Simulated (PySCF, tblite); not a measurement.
# C7H12OSi: geometry, infrared bands and NMR shifts

Aim: predict the infrared bands and NMR shifts of C7H12OSi (`C[C@@H]1C[Si@@H](CC2=CC2)O1`).

The runs use tblite 0.8.0 and PySCF 2.14.0, with density-fitted response routines of our own; the level of theory stands in each step. All values are computed, except where a source is named. Atoms count from 0, in the outputs and in this text.

## (1) Starting geometry

21 atoms, charge 0, multiplicity 1; geometry from: force field or distance geometry start.

Bonds of the start (Å): C0–C1 1.51, C1–C2 1.55, C2–Si3 1.84, Si3–C4 1.85, C4–C5 1.47, C5–C6 1.34, C6–C7 1.44, Si3–O8 1.67, O8–C1 1.46, C7–C5 1.45, C0–H9 1.10, C0–H10 1.10, C0–H11 1.10, C1–H12 1.12, C2–H13 1.09, C2–H14 1.11, Si3–H15 1.47, C4–H16 1.09, C4–H17 1.10, C6–H18 1.07, C7–H19 1.08, C7–H20 1.07.

## (2) Geometry optimisation with GFN2-xTB

Job settings and geometry (Å):

```
{"job": {"kind": "relax", "xc": "GFN2-xTB", "basis": "xTB"}, "charge": 0, "multiplicity": 1}
C     -3.158200    -0.283600     0.537000
C     -1.681100    -0.164200     0.238900
C     -1.261200     0.921400    -0.780700
Si    -0.240200    -0.418600    -1.527100
C      1.553400    -0.333200    -1.075500
C      1.845600     0.018100     0.324600
C      2.600800     1.030200     0.767200
C      2.976100    -0.299700     1.170300
O     -1.204800    -1.328800    -0.509500
H     -3.372500    -1.135500     1.197400
H     -3.532200     0.620600     1.037600
H     -3.748400    -0.418300    -0.380800
H     -1.131800    -0.087200     1.210800
H     -0.736900     1.780400    -0.362500
H     -2.084800     1.288400    -1.423500
H     -0.526800    -0.713900    -2.933400
H      2.013400    -1.300500    -1.298900
H      2.037500     0.381500    -1.755900
H      3.045700     1.777800     0.139800
H      2.757500    -0.590800     2.189800
H      3.839900    -0.727100     0.702300
```

On the command line:

```bash
$ OMP_NUM_THREADS=1 python probes_run.py task.json out
```

This one command runs all jobs of the session in turn.

The log of the run:

```text
step      E/eV     max force
  0    -728.41525    2.842
  1    -728.63161    1.932
  2    -728.77714    1.285
  3    -728.93349    1.093
  4    -729.06597    0.931
  5    -729.16026    0.921
  6    -729.29116    0.898
  7    -729.40847    0.891
  8    -729.52366    0.869
  9    -729.60960    0.696
 10    -729.66629    0.556
 11    -729.70588    0.562
 12    -729.73564    1.066
 13    -729.76432    0.522
 14    -729.78380    0.314
 15    -729.80264    0.347
 16    -729.81607    0.405
 17    -729.83642    0.388
 18    -729.85102    0.285
 19    -729.86494    0.253
 20    -729.87714    0.217
 21    -729.88684    0.200
 22    -729.89512    0.199
 23    -729.90316    0.189
 24    -729.91009    0.205
 25    -729.91575    0.178
 26    -729.92121    0.140
 27    -729.92738    0.156
 28    -729.93414    0.199
 29    -729.94058    0.189
 30    -729.94613    0.179
 31    -729.95081    0.210
 32    -729.95516    0.220
 33    -729.95953    0.175
 34    -729.96408    0.198
 35    -729.96872    0.175
 36    -729.97403    0.200
 37    -729.97996    0.209
 38    -729.98480    0.135
 39    -729.98803    0.137
 40    -729.99065    0.137
 41    -729.99353    0.103
 42    -729.99653    0.117
 43    -729.99914    0.111
 44    -730.00125    0.136
 45    -730.00310    0.132
 46    -730.00483    0.094
 47    -730.00625    0.071
 48    -730.00722    0.054
 49    -730.00786    0.052
 50    -730.00840    0.063
 51    -730.00895    0.065
 52    -730.00943    0.053
 53    -730.00980    0.041
 54    -730.01012    0.041
 55    -730.01045    0.048
 56    -730.01080    0.050
 57    -730.01113    0.050
 58    -730.01141    0.042
 59    -730.01172    0.039
 60    -730.01209    0.050
 61    -730.01243    0.049
 62    -730.01264    0.035
 63    -730.01277    0.027
 64    -730.01289    0.028
 65    -730.01305    0.043
 66    -730.01325    0.047
 67    -730.01347    0.043
 68    -730.01368    0.036
 69    -730.01386    0.030
 70    -730.01401    0.028
 71    -730.01414    0.026
 72    -730.01427    0.029
 73    -730.01440    0.026
 74    -730.01452    0.027
 75    -730.01461    0.021
 76    -730.01468    0.022
 77    -730.01476    0.020
 78    -730.01485    0.025
 79    -730.01495    0.028
 80    -730.01503    0.022
 81    -730.01508    0.015
 82    -730.01512    0.013
 83    -730.01515    0.012
 84    -730.01517    0.010
```

It took 1.3 s on 1 thread of Arm Neoverse N1, shared host; peak memory 0.18 GiB.

Relaxation path: (not every step is listed)

```tsv
step	energy from step 0 (eV)	largest force (eV/Å)
0	0.0000	2.8417
1	-0.2164	1.9322
2	-0.3619	1.2852
3	-0.5182	1.0932
4	-0.6507	0.9309
5	-0.7450	0.9213
6	-0.8759	0.8982
7	-0.9932	0.8911
8	-1.1084	0.8691
15	-1.3874	0.3465
22	-1.4799	0.1988
29	-1.5253	0.1893
36	-1.5588	0.2004
43	-1.5839	0.1106
50	-1.5932	0.0628
57	-1.5959	0.0503
64	-1.5976	0.0283
71	-1.5989	0.0264
78	-1.5996	0.0247
79	-1.5997	0.0284
80	-1.5998	0.0219
81	-1.5998	0.0153
82	-1.5999	0.0128
83	-1.5999	0.0119
84	-1.5999	0.0103
```

Distances of close pairs at the start and the end, largest changes first:

```tsv
bond	before (Å)	after (Å)	change (Å)
C6–C7	1.439	1.503	+0.063
C2–Si3	1.843	1.904	+0.062
Si3–C4	1.852	1.909	+0.058
C5–C7	1.447	1.501	+0.054
C5–C6	1.338	1.301	-0.037
C1–H12	1.119	1.093	-0.026
C2–H14	1.107	1.084	-0.023
C1–O8	1.464	1.443	-0.021
```

The next job starts from the end point, and lists it.

## (3) Infrared spectrum with GFN2-xTB

Job settings and geometry (Å):

```
{"job": {"kind": "ir", "xc": "GFN2-xTB", "basis": "xTB"}, "charge": 0, "multiplicity": 1}
C     -3.086817    -0.319614     0.424778
C     -1.598430    -0.045452     0.449531
C     -1.134706     1.002963    -0.569638
Si    -0.247120    -0.474467    -1.379013
C      1.659533    -0.445283    -1.474304
C      2.238952     0.086684    -0.243601
C      2.597535     1.069802     0.529625
C      2.771195    -0.308549     1.102782
O     -0.869118    -1.195233    -0.028728
H     -3.321197    -1.180360     1.045973
H     -3.628962     0.546913     0.795297
H     -3.399431    -0.531048    -0.595087
H     -1.263314     0.156244     1.470454
H     -0.507628     1.773430    -0.133140
H     -1.951102     1.471524    -1.108062
H     -0.833147    -0.997928    -2.614579
H      2.018316    -1.459034    -1.647925
H      1.955182     0.167203    -2.325887
H      2.736155     2.104853     0.720112
H      2.090167    -0.664318     1.869702
H      3.765019    -0.741386     1.179482
```

The log of the run:

```text
mode    cm-1     km/mol
  1      32.0      0.31
  2      43.2      0.23
  3      55.5      0.41
  4     100.2      0.73
  5     130.9      0.26
  6     210.0      1.24
  7     216.0      4.78
  8     317.6      0.06
  9     352.9      3.13
 10     401.8     18.83
 11     422.4      9.09
 12     530.6     19.62
 13     572.2     61.91
 14     642.0     10.92
 15     647.6     47.36
 16     718.3     27.94
 17     724.2     12.78
 18     756.1     89.36
 19     782.2    177.26
 20     793.7     82.82
 21     871.6     78.16
 22     903.9    106.34
 23     929.2      0.82
 24     946.2     61.20
 25     979.8     26.57
 26     997.6      0.17
 27    1029.2      6.20
 28    1057.7      6.49
 29    1067.6     37.89
 30    1083.0     40.25
 31    1113.3     11.58
 32    1120.9     14.69
 33    1166.4     21.96
 34    1176.1     15.47
 35    1192.4     33.84
 36    1234.6     18.20
 37    1257.7     22.58
 38    1314.9     15.73
 39    1396.0     10.52
 40    1447.5      4.96
 41    1458.3      4.93
 42    1476.9      2.18
 43    1494.0      1.90
 44    1499.0      9.01
 45    1880.5     42.11
 46    2255.3    367.52
 47    2935.0     46.97
 48    2979.1     85.37
 49    2982.0     39.55
 50    2993.4     25.94
 51    3006.8     75.88
 52    3032.7     12.91
 53    3034.5     10.29
 54    3037.5     37.01
 55    3040.5     54.16
 56    3042.3     22.83
 57    3234.5     11.45
```

Run time: 1.6 s. Hardware: 1 thread of Arm Neoverse N1, shared host; peak memory 0.18 GiB.

Which atoms move in the most intense modes:

```tsv
cm⁻¹	km/mol	atoms
756	89.4	H15 16 %, C4 16 %, C2 11 %
782	177.3	Si3 21 %, C4 18 %, O8 14 %
794	82.8	C4 24 %, H17 21 %, H16 19 %
872	78.2	O8 28 %, C0 15 %, C1 12 %
904	106.3	O8 40 %, Si3 21 %
2255	367.5	H15 97 %
2979	85.4	H20 66 %, H19 22 %
3007	75.9	H19 70 %, H20 26 %
```

## (4) Nuclear shieldings: PBE0/pcSseg-1

The job, as its differences from that of step 3:

```diff
@@ -1,2 +1,2 @@
-{"job": {"kind": "ir", "xc": "GFN2-xTB", "basis": "xTB"}, "charge": 0, "multiplicity": 1}
+{"job": {"kind": "nmr", "xc": "PBE0", "basis": "pcSseg-1"}, "charge": 0, "multiplicity": 1}
 C     -3.086817    -0.319614     0.424778
```

Level: GIAO PBE0/pcSseg-1 NMR shielding, non-relativistic, gas phase.

The log of the run:

```text
coarse grid: 17752 points
cycle   1  E = -637.8297017411  dE =  1.377e+00  |g| = 8.018e-01  |ddm| = 4.153e+00
cycle   2  E = -637.6624689171  dE =  1.672e-01  |g| = 1.234e+00  |ddm| = 2.104e+00
cycle   3  E = -637.9604591741  dE = -2.980e-01  |g| = 1.580e-01  |ddm| = 1.507e+00
cycle   4  E = -637.9653212688  dE = -4.862e-03  |g| = 4.255e-02  |ddm| = 1.664e-01
cycle   5  E = -637.9657410906  dE = -4.198e-04  |g| = 9.021e-03  |ddm| = 4.572e-02
cycle   6  E = -637.9657563958  dE = -1.531e-05  |g| = 4.239e-03  |ddm| = 1.136e-02
cycle   7  E = -637.9657604309  dE = -4.035e-06  |g| = 1.090e-03  |ddm| = 4.586e-03
final grid: 166056 points
cycle   8  E = -638.0311001551  dE = -3.744e-05  |g| = 1.238e-02  |ddm| = 3.453e-02
cycle   9  E = -638.0310673007  dE =  3.285e-05  |g| = 1.812e-02  |ddm| = 2.501e-02
cycle  10  E = -638.0311325221  dE = -6.522e-05  |g| = 1.978e-03  |ddm| = 1.538e-02
cycle  11  E = -638.0311333374  dE = -8.153e-07  |g| = 2.083e-04  |ddm| = 1.996e-03
cycle  12  E = -638.0311333441  dE = -6.676e-09  |g| = 1.176e-04  |ddm| = 3.121e-04
cycle  13  E = -638.0311333470  dE = -2.921e-09  |g| = 4.127e-05  |ddm| = 1.299e-04
cycle  14  E = -638.0311333474  dE = -3.658e-10  |g| = 1.461e-05  |ddm| = 5.736e-05
converged SCF energy = -638.0311333474

GIAO shielding tensors (ppm)
atom      isotropic    diamagn.    paramagn.     s11        s22        s33       span
  0 C      157.424     247.530     -90.106    141.084    149.174    182.015     40.930
  1 C      108.310     246.797    -138.488     80.951     90.269    153.709     72.758
  2 C      161.144     255.819     -94.675    125.406    155.845    202.180     76.774
  3 Si     326.483     881.004    -554.522    275.731    323.539    380.178    104.447
  4 C      164.436     256.859     -92.423    145.641    169.923    177.743     32.102
  5 C       59.912     255.752    -195.839    -87.245     87.199    179.782    267.027
  6 C       78.679     256.962    -178.283    -59.140    115.485    179.691    238.831
  7 C      176.983     250.486     -73.503    138.641    150.101    242.206    103.565
  8 O      239.376     399.068    -159.693    197.411    245.202    275.514     78.104
  9 H       29.970      28.619       1.351     26.010     27.541     36.360     10.350
 10 H       30.593      28.626       1.967     26.774     28.004     37.001     10.227
 11 H       30.294      29.949       0.345     27.081     29.808     33.994      6.914
 12 H       27.044      33.014      -5.969     23.724     27.063     30.346      6.622
 13 H       29.297      34.184      -4.887     25.380     29.340     33.170      7.790
 14 H       30.371      32.983      -2.612     26.176     29.338     35.600      9.425
 15 H       25.637      30.025      -4.388     22.103     24.595     30.214      8.111
 16 H       28.888      29.883      -0.996     24.793     27.448     34.422      9.629
 17 H       29.688      29.619       0.069     25.051     27.883     36.131     11.080
 18 H       24.917      33.955      -9.038     20.188     25.463     29.099      8.911
 19 H       30.524      31.916      -1.392     24.367     28.849     38.355     13.988
 20 H       30.586      30.140       0.446     24.895     27.030     39.834     14.939
```

Wall time 90 s (1 thread of Arm Neoverse N1, shared host); peak memory 0.99 GiB.

Shifts follow as δ = σ(reference) − σ, with reference shieldings (ppm) from runs at the same level and on the same kind of geometry: ¹H TMS 31.72, ¹³C TMS 186.9, ²⁹Si TMS 349.2, ¹⁷O H2O 336.1. The references are single molecules in the gas phase, so shifts against H2O, NH3, PH3, H3PO4 or CFCl3 are not on the usual liquid scales and can be off by tens of ppm. Atoms listed in one row are averaged.

```tsv
atoms	environment	σ (ppm)	δ (ppm)	δ scaled to CDCl3
C5	fully substituted alkene carbon	59.9	127.0	122.0
C6	alkene CH	78.7	108.2	103.7
C1	sp3 CH bonded to O	108.3	78.6	74.8
C0	methyl carbon	157.4	29.5	26.9
C2	sp3 CH2 bonded to Si	161.1	25.8	23.2
C4	allylic sp3 CH2 bonded to Si	164.4	22.5	20.0
C7	three-membered-ring carbon	177.0	9.9	7.8
H18	hydrogen on an alkene CH	24.92	6.80	6.52
H15	hydrogen on a silicon bonded to 2 C, O, in a 4-membered ring	25.64	6.08	–
H12	hydrogen on an sp3 CH bonded to O	27.04	4.67	4.51
H16	hydrogen on an allylic sp3 CH2 bonded to Si	28.89	2.83	2.77
H13	hydrogen on an sp3 CH2 bonded to Si	29.30	2.42	2.39
H17	hydrogen on an allylic sp3 CH2 bonded to Si	29.69	2.03	2.02
H9, H10, H11	hydrogen on a methyl carbon	30.29	1.43	1.45
H14	hydrogen on an sp3 CH2 bonded to Si	30.37	1.35	1.37
H19	hydrogen on a three-membered-ring carbon	30.52	1.19	1.23
H20	hydrogen on a three-membered-ring carbon	30.59	1.13	1.17
Si3	silicon bonded to 2 C, O, H, in a 4-membered ring	326.5	22.7	–
O8	oxygen bonded to C, Si, in a 4-membered ring	239.4	96.7	–
```

The scaled column applies a straight-line fit of computed shieldings to shifts measured in CDCl3 (root-mean-square error 0.16 ppm for H, 1.9 ppm for C).

The run also stored atomic charges by several schemes (e):

```tsv
atoms	Mulliken	IAO	Hirshfeld	ESP fit
C0	-0.20	-0.43	-0.12	-0.68
C1	-0.02	0.11	0.05	0.63
C2	-0.51	-0.58	-0.18	-0.80
Si3	0.99	1.15	0.44	0.97
C4	-0.50	-0.57	-0.15	-0.73
C5	-0.05	0.03	0.01	0.25
C6	-0.20	-0.20	-0.07	-0.30
C7	-0.15	-0.28	-0.11	-0.20
O8	-0.60	-0.68	-0.26	-0.61
```

Mayer bond orders: C0–C1 1.03, C1–C2 0.97, C2–Si3 0.93, Si3–C4 0.86, C4–C5 1.08, C5–C6 1.70, C6–C7 0.95, Si3–O8 1.02, O8–C1 0.86, C7–C5 0.91.

Ring of atoms C1, C2, Si3, O8: NICS(0) -2.6, NICS(1) -0.8, NICS(1)zz 1.2 ppm (means of both faces).

Ring of atoms C5, C6, C7: NICS(0) -30.2, NICS(1) -7.0, NICS(1)zz -16.2 ppm (means of both faces).

In rings of three or four atoms NICS is ruled by the nearby σ bonds, so it says little on aromaticity.

Orbitals, density, ELF and potential are computed afterwards from the orbital file.

Frontier orbitals at PBE0/pcSseg-1, with the share of their density that lies nearest to each atom:

```tsv
orbital	energy (eV)	lies on
HOMO	-6.65	C6 33 %; C5 23 %; H19, H20 about 10 % each
LUMO	0.20	C5, C6 about 24 % each; Si3 12 %; H15, H18 about 8 % each
```

ELF in a plane through or near 8 of the atoms.

Values, 10 rows by 14 columns:
```
0.00 0.00 0.00 0.00 0.00 0.00 0.00 0.00 0.00 0.00 0.00 0.00 0.00 0.00
0.00 0.00 0.00 0.00 0.00 0.00 0.00 0.00 0.00 0.00 0.00 0.00 0.00 0.00
0.00 0.00 0.00 0.02 0.04 0.03 0.00 0.01 0.16 0.00 0.00 0.00 0.00 0.00
0.00 0.00 0.15 0.49 0.70 0.50 0.00 0.71 1.00 0.22 0.14 0.16 0.02 0.00
0.00 0.01 0.51 0.66 0.22 0.16 0.01 0.08 0.64 0.83 0.19 0.50 0.04 0.00
0.00 0.00 0.00 0.18 0.58 0.65 0.13 0.48 0.40 0.26 0.96 0.93 0.06 0.00
0.00 0.00 0.00 0.04 0.41 0.23 0.93 0.81 0.16 0.01 0.88 0.95 0.02 0.00
0.00 0.00 0.00 0.02 0.19 0.38 0.21 0.98 1.00 0.47 0.00 0.00 0.00 0.00
0.00 0.00 0.00 0.00 0.01 0.01 0.01 0.93 0.99 0.24 0.00 0.00 0.00 0.00
0.00 0.00 0.00 0.00 0.00 0.00 0.00 0.00 0.00 0.00 0.00 0.00 0.00 0.00
```
The map spans 12.7 Å across and 10.5 Å up, centred on the molecule. Atoms in the plane (x, y in Å): C0 (3.1, 0.5), C1 (1.6, 0.6), Si3 (0.3, -1.3), C4 (-1.6, -1.4), C7 (-2.8, 1.1), H11 (3.4, -0.5), H12 (1.2, 1.6), H15 (0.9, -2.6).

On the surface of density 0.002 e/bohr³ the electrostatic potential runs, from the 1st to the 99th percentile, from -1.62 V near O8 to 1.16 V near H15.

## (5) Summary of results

| quantity | value |
| --- | --- |
| strongest single infrared mode (GFN2-xTB) | 2255 cm⁻¹, 368 km/mol |
| zero-point energy (GFN2-xTB) | 106.0 kcal/mol |
| ¹³C shifts against TMS (PBE0/pcSseg-1) | 127.0, 108.2, 78.6, 29.5, 25.8, 22.5, 9.9 ppm |
| ¹H shifts against TMS (PBE0/pcSseg-1, means over atoms taken as alike) | 6.80, 6.08, 4.67, 2.83, 2.42, 2.03, 1.43, 1.35, 1.19, 1.13 ppm |
| ²⁹Si shifts against TMS (PBE0/pcSseg-1) | 22.7 ppm |
| ¹⁷O shifts against H2O (PBE0/pcSseg-1) | 96.7 ppm |
| surface potential, 1st and 99th percentile | -1.62 V and 1.16 V |

The optimisation took 84 steps and gained 1.600 eV; among the close pairs (by a distance rule), C6–C7 changed most, from 1.439 to 1.503 Å. No mode is imaginary among the 57: a minimum at this level. The strongest single mode, at 2255 cm⁻¹, moves mainly H15. GFN2-xTB is a fitted tight-binding method: band positions and strengths are rough. Its intensities can rank the bands wrongly. The most deshielded hydrogen is H18 (hydrogen on an alkene CH), at 6.80 ppm: attached to an sp2 carbon and in the plane of the double bond. At PBE0/pcSseg-1: Shielding is most anisotropic at C5 (span 267 ppm, paramagnetic term -196 ppm).
